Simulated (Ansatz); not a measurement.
# WC, space group Fm-3m: a relaxation of the ions

Computed with the Ansatz DFT code, driven from Python.

Notebook, run cell by cell (the value of a cell's last expression is shown):

```python
import ansatz
from ase import Atoms
from ase.neighborlist import neighbor_list
import matplotlib.pyplot as plt
import numpy as np
```

```python
XC = "LDA"
ECUT = 630
SMEARING = "fermi_dirac"
SMEARING_WIDTH = 0.1
TOLERANCE = 1e-09
MAX_SCF = 200
FMAX = 0.001
```

```python
lattice = ansatz.Lattice.of(
    (0.0, 2.192684, 2.192684),
    (2.192684, 0.0, 2.192684),
    (2.192684, 2.192684, 0.0),
)
sites = [
    ("W", (0.0, 0.0, 0.0)),
    ("C", (0.5, 0.5, 0.5)),
]
cell = ansatz.Crystal(lattice=lattice)
for symbol, position in sites:
    cell = cell.atom(symbol, position)
```

```python
base = (
    cell.calculation()
    .functional(XC)
    .basis(ECUT, density_ratio=6)
    .kpoints(4, center="monkhorst-pack")
    .occupations(SMEARING, width=SMEARING_WIDTH)
    .scf(tolerance=TOLERANCE, max_iterations=MAX_SCF)
    .relax(force_tolerance=FMAX, max_steps=100, random_displacement=True, displacement_amplitude=0.05, displacement_seed=185)
)
steps = []


def follow(event):
    if event["event"] != "relax_step":
        return
    row = event["data"]
    steps.append(row)
    print(f"step {row['step']:3d}  E = {row['lagrangian_ev']:.5f} eV  largest force component = {row['allowed_force_max_ev_ang']:.4f} eV/A")


result = base.session().plan(threads=1).execute(on_event=follow)
r = result.report
```

    step   1  E = -10372.41469 eV  largest force component = 0.4011 eV/A
    step   2  E = -10372.42855 eV  largest force component = 0.2748 eV/A
    step   3  E = -10372.44052 eV  largest force component = 0.0278 eV/A
    step   4  E = -10372.44064 eV  largest force component = 0.0034 eV/A
    step   5  E = -10372.44064 eV  largest force component = 0.0003 eV/A

```python
r["kpoints_frac"][:4]
```

    [[0.125, 0.125, 0.125], [0.125, 0.125, 0.375], [0.125, 0.125, -0.375], [0.125, 0.125, -0.125]]

```python
type(result).__name__, type(r).__name__
```

    ('RunOutcome', 'dict')

```python
[(site.symbol, site.position_frac.round(4).tolist()) for site in result.lattice.sites]
```

    [(<Element.W: 'W'>, [-0.0013, -0.006, 0.0088]), (<Element.C: 'C'>, [0.4987, 0.4939, 0.5088])]

```python
first, last = steps[0], steps[-1]
symbols = [site.symbol for site in result.lattice.sites]
print(f"energy gained {first['lagrangian_ev'] - last['lagrangian_ev']:.4f} eV in {len(steps) - 1} steps")
```

    energy gained 0.0259 eV in 4 steps

```python
moved = np.linalg.norm(np.array(last["positions_ang"]) - np.array(first["positions_ang"]), axis=1)
print("displacement by atom (A):", " ".join(f"{s}:{d:.3f}" for s, d in zip(symbols, moved)))

final = Atoms(symbols, positions=last["positions_ang"], cell=result.lattice.cell_ang, pbc=True)
i, j, d = neighbor_list("ijd", final, 4.5)
print("neighbours within 1.15 times the shortest distance of each atom (A)")
for atom in range(len(final)):
    near = [m for m in np.argsort(d) if i[m] == atom]
    shell = [m for m in near if d[m] < 1.15 * d[near[0]]]
    print(f"{symbols[atom]}{atom} ({len(shell)}):", ", ".join(f"{symbols[j[m]]} {d[m]:.3f}" for m in shell))
```

    displacement by atom (A): W:0.044 C:0.044
    neighbours within 1.15 times the shortest distance of each atom (A)
    W0 (6): C 2.193, C 2.193, C 2.193, C 2.193, C 2.193, C 2.193
    C1 (6): W 2.193, W 2.193, W 2.193, W 2.193, W 2.193, W 2.193

```python
fig, (top, bottom) = plt.subplots(2, 1, sharex=True, figsize=(4.5, 4))
top.plot([s["lagrangian_ev"] - last["lagrangian_ev"] for s in steps], "o-")
top.set_ylabel("E - E(final) (eV)")
bottom.semilogy([max(s["allowed_force_max_ev_ang"], 1e-6) for s in steps], "s-")
bottom.set(xlabel="step", ylabel="largest force (eV/A)")
fig.tight_layout()
fig.savefig("relax.png", dpi=100)

print(f"free energy      {r['free_energy_ev']:.5f} eV")
print(f"per atom         {r['free_energy_ev'] / len(result.lattice.sites):.5f} eV")
print(f"SCF iterations   {r['n_iterations']}  (converged: {r['converged']})")
```

    free energy      -10372.44064 eV
    per atom         -5186.22032 eV
    SCF iterations   6  (converged: True)

Caveats:
- These settings explore the input space; cutoff and mesh may be short of convergence.
- For a metal this mesh is far too coarse, so the numbers only illustrate the procedure.
- Energies along a relaxation are free energies. A last row that repeats the one before re-solves the same geometry more tightly.
- The first row is the displaced cell, and groups found at tight tolerances show what the force threshold leaves of the kick.
- Spin-orbit coupling, which matters for elements this heavy, is left out.
- The structure comes from a database of computed cells and needn't be a stable or known phase.
- Finished in 7.5 s on 1 thread of Arm Neoverse V1, with other jobs on the host, peak memory 0.43 GiB.

(Lines on the test bed's own set-up are left out of the output.)
